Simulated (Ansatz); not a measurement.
# GeC (singlet): the correlation ladder at distance Ge1–C2 = 4.285 Å, cc-pVDZ

How much of the correlation energy of GeC (singlet) does each wave-function method recover here?

Method: cc-pVDZ, core rule «outside noble gas», up to 15 orbitals frozen; program: Ansatz 0.2.0, Gaussian basis.

To be run: UHF; CCSD(T) on RHF; CCSD(T) on UHF; BCCD(T) on RHF; CISD; CCSDT(Q) on RHF; CCSDT(Q) on UHF; CCSDTQ on RHF; CASSCF and MRCISD+Q, 2 electrons in 2 orbitals; CASSCF and NEVPT2, 2 electrons in 2 orbitals; CASSCF and MRCISD+Q, 8 electrons in 8 orbitals; CASSCF and NEVPT2, 8 electrons in 8 orbitals; Full CI; Full CI in the symmetry of the determinant.

11 further runs of the same task are left out: 4 for a known fault of the program, 7 that didn't finish.

## Step 1: What is computed

The geometry derives from a PBE0/def2-TZVP stationary point (not a proven minimum). One bond is set to the value named and the two fragments are kept rigid. No spin-orbit coupling is included. The filled d shell of Ge may be among the frozen orbitals whatever the setting's name suggests; the logs give the count.

2 atoms, charge 0, spin multiplicity 1.

Atoms are counted from 1 here; the program's logs count them from 0.

No contacts short enough for the rule that draws bonds.

Coordinates:

```xyz
2
charge 0, multiplicity 1
Ge    0.0000    0.0000    0.0000
C     0.0000    0.0000    4.2850
```

## Step 2: UHF

Contents of in.yaml:

```yaml
crystal:
  periodic: [false, false, false]
  atoms:
    - {symbol: Ge, position_ang: [0.000000, 0.000000, 0.000000]}
    - {symbol: C, position_ang: [0.000000, 0.000000, 4.285000]}
basis:
  gaussian: {orbitals: cc-pVDZ}
magnetization: {spin_polarized: true, initial_magnetization: 0}
hamiltonian: {xc: hf}
output: {orbitals: {seedname: orbitals}}
```

Command:

```sh
ansatz run in.yaml --threads 1 --pin off --events-out ev --progress --plain --max-ram 4096MiB --backend cpu
```

After this run come: CCSD(T) on RHF; CCSD(T) on UHF; BCCD(T) on RHF; CISD; CCSDT(Q) on RHF; CCSDT(Q) on UHF; CCSDTQ on RHF; CASSCF and MRCISD+Q, 2 electrons in 2 orbitals; CASSCF and NEVPT2, 2 electrons in 2 orbitals; CASSCF and MRCISD+Q, 8 electrons in 8 orbitals; CASSCF and NEVPT2, 8 electrons in 8 orbitals; Full CI; Full CI in the symmetry of the determinant.

Before running them: what should the planned runs give, taken together? Wanted: FCI below the RHF energy; UMP2 from FCI; UCCSD(T) from FCI; UCCSDT(Q) from FCI; T1 diagnostic; effectively unpaired electrons.

As calculated:

| quantity | value |
| --- | --- |
| FCI below the RHF energy | -7.6552 eV |
| UMP2 from FCI | +1066.3 meV |
| UCCSD(T) from FCI | +7.7 meV |
| UCCSDT(Q) from FCI | -11.1 meV |
| levels within 1 kcal/mol (43 meV) | UCCSD(T), UCCSDT, UCCSDT(Q) |
| T1 diagnostic | 0.054 |
| effectively unpaired electrons | 4.28 |

In words: UCCSD(T) lands +7.7 meV from the yardstick (0.1 % of the correlation energy). UCCSDT, UCCSDT(Q) fall below full CI: unrestricted runs freeze a spin-polarised core, another one than full CI's, and coupled cluster isn't variational. The occupations show strong static correlation (4.3 unpaired electrons where one determinant has 0). Coupled cluster on one determinant still stays close here. The lowest state has another symmetry than the determinant, whose own symmetry lies 0.00 eV higher, so single-reference misses include that gap. Coupled cluster took another determinant than the lowest Hartree-Fock one. These misses are within one basis, not against nature.
